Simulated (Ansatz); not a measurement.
This script makes a check of PAW against all-electron LAPW of Pt, space group Im-3m with Ansatz 0.2.0 through its Python package.

`pt_paw_lapw.py`
```python
import ansatz as az
import numpy as np

SETTINGS = {
    "kmesh": (12, 12, 12),
    "occupations": "fermi_dirac",
    "sigma": 0.15,
    "xc": "pbesol",
}


def count_gap(report):
    # lowest empty less highest filled band, counting bands; zero where they overlap
    return max(report.get("gap_by_band_count_ev") or 0.0, 0.0)


def main() -> None:
    pt = (
        az.Lattice.bcc(3.16844)
        .space_group(229)
        .atom("Pt", (0.0, 0.0, 0.0))
        .primitive()
    )

    calc = (
        pt.calculation()
        .kpoints(*SETTINGS["kmesh"])
        .occupations(SETTINGS["occupations"], width=SETTINGS["sigma"])
        .functional(SETTINGS["xc"])
        .stress()
        .forces()
        .band_table()
    )
    variants = {
        "PAW": calc.pseudopotentials("paw"),
        "LAPW": calc.pseudopotentials("all_electron", lapw=True),
    }
    rows = []
    for label, variant in variants.items():
        summary = variant.run(threads=1, backend="cpu").report
        levels = np.array(summary["eigenvalues_ev"][0]) - summary["fermi_energy_ev"]
        print(label, "levels at the first k-point near E_F:", np.round(levels[np.abs(levels) < 5], 3))
        rows.append((label, summary["n_electrons"], np.trace(summary["stress_gpa"]) / 3, count_gap(summary)))
    for row in rows:
        print("; ".join(f"{name} = {round(v, 4) if isinstance(v, float) else v}" for name, v in zip(["treatment", "electrons in bands", "P GPa", "gap by band count eV"], row)))


if __name__ == "__main__":
    main()
```

How well do the two treatments of the cores agree on the pressure?

PAW gives -10.613 GPa and LAPW -10.638 GPa, 0.026 GPa apart. They took 0.9 and 11.8 s of processor time.

The run itself:

```console
$ python pt_paw_lapw.py
DeckWarning: basis.ecutwfc = 420 eV, auto-derived from the records' recommended cutoffs: set by Pt (normal level)
PAW levels at the first k-point near E_F: [-3.479 -3.479 -3.479 -0.991 -0.991]
LAPW levels at the first k-point near E_F: [-3.478 -3.478 -3.478 -0.99  -0.99 ]
treatment = PAW; electrons in bands = 18.0; P GPa = -10.6126; gap by band count eV = 0.0
treatment = LAPW; electrons in bands = 42.0; P GPa = -10.6381; gap by band count eV = 0.0
```
(Warnings from the package without file and line.)

Total energies depend on the potentials; only differences at equal settings carry meaning. A total without «per atom» is that of the cell as typed. The run is spin-unpolarised. The mesh is modest for a metal, so energies can be off by several to tens of meV an atom and pressures by half a GPa or more; differences at equal mesh fare better. The smearing is wide enough that free energy and stress hold a thermal part of the electrons. A gap by band count of zero or less means overlapping bands, a metal. At these settings the cell as given stands under about -11 GPa, so it isn't at this functional's equilibrium volume. This isn't the structure that Pt takes at ambient conditions. Levels are Kohn-Sham eigenvalues on this mesh, without spin-orbit coupling. Pressure is positive in compression; the treatments may keep other shells as core, so totals and counts of electrons can differ. Run time: 14 s on 1 thread of Arm Neoverse V1 (shared host), peak memory 0.47 GiB.
